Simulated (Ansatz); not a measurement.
**CH₂GaN: one species, many methods**

The task here is to estimate one member of a computed series from the others.

Computed with Ansatz 0.2.0, Gaussian basis. Level: functionals in def2-TZVPP, the program's frozen cores in correlated methods.

Levels to be run: LDA (SPW92), PBE-D4, revPBE-D4, BLYP-D4, r2SCAN-D4, B97M-V, PBE0-D4, B3LYP-D4, r2SCANh-D4, r2SCAN0-D4, HSE06-D4, BHLYP-D4, CAM-B3LYP-D4, LC-ωPBE, ωB97X-V, ωB97M-V, B2PLYP, PBE-QIDH; CCSD(T)/def2-SVP; CCSD(T)/def2-TZVPP; MP2/def2-QZVPP; extrapolation to the limit; RPA on PBE.

## The relaxed structure

All runs share one geometry, relaxed beforehand with PBE0-D4 in a triple-zeta def2 set.

5 atoms, charge 0, spin multiplicity 1.

Atoms are counted from 1 here; the program's logs count them from 0.

Bond lengths: C1–N2 1.153 Å, C1–H4 1.070 Å, Ga3–H5 1.656 Å. Angles: N2–C1–H4 173.6°.

The first run:

in.yaml

```yaml
crystal:
  periodic: [false, false, false]
  atoms:
    - {symbol: C, position_ang: [-0.271379, -1.078997, 0.443532]}
    - {symbol: N, position_ang: [0.557342, -0.530912, 1.028872]}
    - {symbol: Ga, position_ang: [-0.197278, 1.184506, -1.141366]}
    - {symbol: H, position_ang: [-1.028632, -1.676278, -0.020042]}
    - {symbol: H, position_ang: [0.989946, 2.027981, -0.352396]}
basis:
  gaussian: {orbitals: def2-TZVPP}
hamiltonian: {xc: lda}
output: {orbitals: {seedname: orbitals}}
```

Launch:

```bash
$ ansatz run in.yaml --threads 2 --pin off --events-out ev --progress --plain --max-ram 4352MiB
```

Among the steps run: LDA; PBE-D4 (GGA); revPBE-D4 (GGA); BLYP-D4 (GGA); r2SCAN-D4 (meta-GGA); B97M-V (meta-GGA); B3LYP-D4 (hybrid); r2SCANh-D4 (hybrid); r2SCAN0-D4 (hybrid); HSE06-D4 (hybrid); BHLYP-D4 (hybrid); CAM-B3LYP-D4 (range-separated); LC-ωPBE (range-separated); ωB97X-V (range-separated); ωB97M-V (range-separated); B2PLYP (double hybrid); PBE-QIDH (double hybrid).

One of the session's tables, all rows but one given; the rest of the session is left out.

It belongs to the step «Orbital energies across the functionals». 

| functional | HOMO (eV) | LUMO (eV) | gap (eV) |
| --- | --- | --- | --- |
| LDA (SPW92) | -5.07 | -2.61 | 2.47 |
| PBE-D4 | -4.93 | -2.36 | 2.57 |
| revPBE-D4 | -4.88 | -2.26 | 2.62 |
| BLYP-D4 | -4.83 | -2.29 | 2.54 |
| r2SCAN-D4 | -5.15 | -2.19 | 2.96 |
| B97M-V | ? | ? | ? |
| PBE0-D4 | -5.83 | -1.57 | 4.25 |
| B3LYP-D4 | -5.70 | -1.81 | 3.89 |
| r2SCANh-D4 | -5.48 | -1.90 | 3.58 |
| r2SCAN0-D4 | -5.97 | -1.49 | 4.49 |
| HSE06-D4 | -5.43 | -1.94 | 3.50 |
| BHLYP-D4 | -6.64 | -0.80 | 5.84 |
| CAM-B3LYP-D4 | -7.04 | -0.64 | 6.41 |
| LC-ωPBE | -8.22 | 0.47 | 8.69 |
| ωB97X-V | -7.93 | 0.36 | 8.29 |
| ωB97M-V | -7.82 | 0.18 | 8.01 |

Q: Estimate the row for B97M-V from the others.

The run gave: HOMO (eV): -5.07; LUMO (eV): -2.25; gap (eV): 2.81.
